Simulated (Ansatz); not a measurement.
# LiGd2As2: the cost of one run

Program: Ansatz 0.2.0. Level of theory: DFT PBE, scalar-relativistic, plane waves, PAW. These are calculated values, not measurements.

### 1 The starting structure

It takes space group P4/mmm (No. 123, tetragonal). The conventional cell has a = 4.371 Å, b = 4.371 Å, c = 5.778 Å, α = 90.00°, β = 90.00°, γ = 90.00°. Around Li (site symmetry 4/mmm) lie 8 Gd at 3.48 Å and 8 As at 3.62 Å. Around Gd (site symmetry 4mm) lie 4 As at 2.54 Å and 1 Gd at 2.60 Å. As (site symmetry mmm) is surrounded by 4 Gd at 2.54 Å and 4 Li at 3.62 Å.

Structure file:

```cif
data_structure
_symmetry_space_group_name_H-M 'P4/mmm'
_symmetry_Int_Tables_number 123
_cell_length_a 4.3705
_cell_length_b 4.3705
_cell_length_c 5.7781
_cell_angle_alpha 90.000
_cell_angle_beta 90.000
_cell_angle_gamma 90.000
_cell_volume 110.37
loop_
_atom_site_label
_atom_site_type_symbol
_atom_site_symmetry_multiplicity
_atom_site_Wyckoff_symbol
_atom_site_fract_x
_atom_site_fract_y
_atom_site_fract_z
_atom_site_occupancy
Li1 Li 1 a 0.00000 0.00000 0.00000 1
Gd1 Gd 2 h 0.50000 0.50000 0.72471 1
As1 As 2 e 0.50000 0.00000 0.50000 1
```

A structure generator made this guess: species swapped into a database cell of BaAs2Pd2 (P4/mmm, No. 123), with Li on the Ba sites, Gd on the As sites and As on the Pd sites. Its size is a rough estimate.

### 2 The guess as it stands, on a coarse mesh

File input.yaml:

```yaml
crystal:
  lattice:
    - [4.37052948, 0.0, 0.0]
    - [0.0, 4.37052948, 0.0]
    - [0.0, 0.0, 5.77805504]
  atoms:
    - { symbol: Li, position: [0.0, 0.0, 0.0] }
    - { symbol: Gd, position: [0.5, 0.5, 0.72470683], spin: 7.0 }
    - { symbol: Gd, position: [0.5, 0.5, 0.27529317], spin: 7.0 }
    - { symbol: As, position: [0.5, 0.0, 0.5] }
    - { symbol: As, position: [0.0, 0.5, 0.5] }
basis:
  ecutwfc: 420
kpoints:
  mp_grid: { grid: [4, 4, 4] }
hamiltonian:
  xc: pbe
scf:
  occupations: { method: gaussian, width: 0.1 }
  lower_state_search: "off"
output:
  forces: true
  stress: true
  eigenvalues: true
  populations: true
magnetization:
  spin_polarized: true
```

On the command line:

```console
$ ansatz run input.yaml --threads 1 --pin off --max-ram 2048MiB --backend cpu --events-out ev --progress --plain --runs-dir out
```

What time and memory should one allow on 1 thread of Intel Xeon 6975P-C (Granite Rapids), shared host?

About 9.9 s, with a peak of 0.52 GiB.
